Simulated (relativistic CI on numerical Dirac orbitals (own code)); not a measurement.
# Te³⁰⁺: how the levels respond to the fine-structure constant and the nuclear radius

How sensitive are the low transitions of Te³⁰⁺ to a change of α? Wanted is q = dE/dx with x = (α/α0)² − 1, and the field-shift factor by the mean square nuclear radius, for the lowest 30 levels.

The numbers are computed with relativistic CI on numerical Dirac orbitals (own code) version 4 (Dirac-Coulomb-Breit CI, KLI orbitals optimised for each configuration, derivatives by finite differences), except any that are marked as measured or tabulated.

## 1. The system

* ion: Te³⁰⁺ (Te XXXI)
* nuclear charge: 52
* electrons: 22
* isotope: A = 130
* first configuration: [Ar] 3d4

The outer shells:

[Ar] 3d4
```
[Ar] core
3d [↑ ][↑ ][↑ ][↑ ][  ]
```

## 2. Levels and derivatives

Settings of the run:

```ini
atom Te  Z=52  charge=30  electrons=22
nucleus A=130  rms_radius_fm=4.7423
hamiltonian dirac-coulomb  breit=on  qed=off  c_scale=1
orbitals kli  potential=per-configuration
slater_scale 1
correlation none
mixing on
configurations
  [Ar] 3d4
  [Ne] 3s2 3p5 3d5
  [Ar] 3d3 4p
  [Ar] 3d2 4s 4p
  [Ar] 3d2 4s2
  [Ar] 3d 4s2 4p
end
derivatives alpha2 +-0.01 radius +-1%
```

Run with:

```bash
$ python run_levels.py task.json out
```

The settings of every run stand in task.json; they run in order.

Before running it: what results should come out? Wanted: lowest level; largest q in size, lowest 30 levels; largest K in size within the lowest configuration; largest field-shift factor among them.

The runs gave:

| quantity | value |
| --- | --- |
| lowest level | 3d4 [3d3/2^4] J=0 |
| largest q in size, lowest 30 levels | 328900 cm⁻¹ (3d4 [3d5/2^4] J=4) |
| largest K in size within the lowest configuration | 3.26 (3d4 5D1) |
| largest field-shift factor among them | 3.14 GHz/fm² (3d4 [3d5/2^4] J=4) |

Among these levels the largest q belongs to 3d4 [3d5/2^4] J=4, within the lowest configuration. K = 2q/E, the relative sensitivity of a level, hangs on the computed energy: between configurations that lie close it can be off by a factor of several.
